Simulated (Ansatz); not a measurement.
Runs of Ansatz 0.2.0 on CsLiCr2Te2S3. The structure is monoclinic, space group Cm (No. 8). The conventional cell has a = 6.843 Å, b = 10.361 Å, c = 7.978 Å, α = 90.00°, β = 111.21°, γ = 90.00°. Cs (site symmetry m) has 5 S at 3.58 to 3.92 Å and 1 Li at 4.01 Å as nearest neighbours. Li (site symmetry m) is surrounded by 3 S at 2.42 to 2.56 Å. Around Cr (site symmetry 1) lie 3 S at 2.20 to 2.25 Å and 1 Te at 2.51 Å. Around Te (site symmetry 1) lie 1 Cr at 2.51 Å. S (site symmetry 1) is surrounded by 2 Cr at 2.24 to 2.25 Å and 1 Li at 2.56 Å. S (site symmetry m) has 2 Cr at 2.20 Å and 1 Li at 2.42 Å as nearest neighbours. The cell was built by a generator and needn't be a form met in nature.

| task | level | cell | k mesh | points for each segment of the path | gap on the mesh (eV) | pressure (GPa) | moment (μB) | relaxed volume (Å³/atom) | largest force (eV/Å) |
| --- | --- | --- | --- | --- | --- | --- | --- | --- | --- |
| band structure | revPBE | as given | 5 × 5 × 4 | 10 | none | 1.3 | 4.01 | - | (c) |
| band structure | BLYP | as given | 5 × 5 × 4 | 10 | none | 2.2 | 4.01 | - | 0.25 |
| band structure | RPBE | as given | 5 × 5 × 4 | 10 | none | 1.7 | 4.01 | - | (a) |
| relaxation of cell and atoms | RPBE | relaxed | 4 × 4 × 3 | - | none | 0.0 | 4.03 | (b) | 0.01 |
| relaxation of cell and atoms | BLYP | relaxed | 4 × 4 × 3 | - | none | 0.0 | 4.01 | 33.26 | 0.01 |

Alike in all rows: potentials or basis Ansatz PAW; spin collinear, ferromagnetic start; cutoff (eV) 420; smearing fermi-dirac 0.05 eV.

Task: Fill in the values left out.

Result: (a) 0.18; (b) 32.98; (c) 0.13.

Caveats: only a ferromagnetic start was run, and an antiferromagnetic order may lie lower in energy; the PAW data sets come from PBE, with cores solved anew for the run's functional, which leaves a small shift of forces and pressure; spin-orbit coupling is left out, which moves the levels of the heavy elements (some runs); the plane-wave basis is chosen anew once the cell has moved, so the energies of steps on either side of that aren't comparable (some runs).

A k mesh can miss the band edges, and the runs leave out spin-orbit coupling on Cs, Te.

A gap of «none» marks a metal or a gap under the smearing width.

Runs at the PBE level aren't shown here.
